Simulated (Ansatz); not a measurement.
# W: the cost of one run

Method: DFT PBEsol, scalar-relativistic, plane waves, PAW, in Ansatz 0.2.0.

2 further runs of the same task are left out: 2 set aside as unsound or not needed. Runs told in other sessions of the task aren't counted.

## Step 1: The structure to begin with

The structure is cubic, space group Pm-3n (No. 223). Conventional cell: a = 5.032 Å, b = 5.032 Å, c = 5.032 Å, α = 90.00°, β = 90.00°, γ = 90.00°. Around W (site symmetry m-3) lie 12 W at 2.81 Å. Around W (site symmetry -4m2) lie 6 W at 2.52 to 2.81 Å.

Coordinates:

```
CELL_PARAMETERS angstrom
5.03204 0.00000 0.00000
0.00000 5.03204 0.00000
0.00000 0.00000 5.03204
ATOMIC_POSITIONS crystal
W 0.00000 0.00000 0.00000
W 0.50000 0.50000 0.50000
W 0.00000 0.50000 0.25000
W 0.00000 0.50000 0.75000
W 0.25000 0.00000 0.50000
W 0.75000 0.00000 0.50000
W 0.50000 0.75000 0.00000
W 0.50000 0.25000 0.00000
```

It is the result of an earlier relaxation at this level (volume 15.93 Å³/atom; gap on the mesh: none (metal)).

## Step 2: The reference cell

Reference values: F = -82051.7978 eV; pressure 0.00 GPa; largest force 0.000 eV/Å; gap on the mesh none (metal). It was computed beforehand with the settings of the runs below.

## Step 3: Setting up a two-dimensional strain map

The cell is strained by p along both x and y and by q along z, with fractional coordinates fixed.

## Step 4: At p = -0.080, q = -0.080

File input.yaml:

```yaml
crystal:
  lattice:
    - [4.6294799416, 0.0, 0.0]
    - [0.0, 4.6294799416, 0.0]
    - [0.0, 0.0, 4.6294799416]
  atoms:
    - { symbol: W, position: [0.0, 0.0, 0.0] }
    - { symbol: W, position: [0.5, 0.5, 0.5] }
    - { symbol: W, position: [0.0, 0.5, 0.25] }
    - { symbol: W, position: [0.0, 0.5, 0.75] }
    - { symbol: W, position: [0.25, 0.0, 0.5] }
    - { symbol: W, position: [0.75, 0.0, 0.5] }
    - { symbol: W, position: [0.5, 0.75, 0.0] }
    - { symbol: W, position: [0.5, 0.25, 0.0] }
basis:
  ecutwfc: 420
kpoints:
  mp_grid: { grid: [8, 8, 8] }
hamiltonian:
  xc: pbesol
scf:
  occupations: { method: gaussian, width: 0.15 }
output:
  forces: true
  stress: true
  eigenvalues: true
```

Command:

```console
$ ansatz run input.yaml --threads 2 --pin off --max-ram 5120MiB --backend cpu --events-out ev --progress --plain --runs-dir out
```

**Question.** How long does this run take on 2 threads of Arm Neoverse V2, shared host, and how much memory does it need?

About 4.9 s, with a peak of 0.47 GiB.
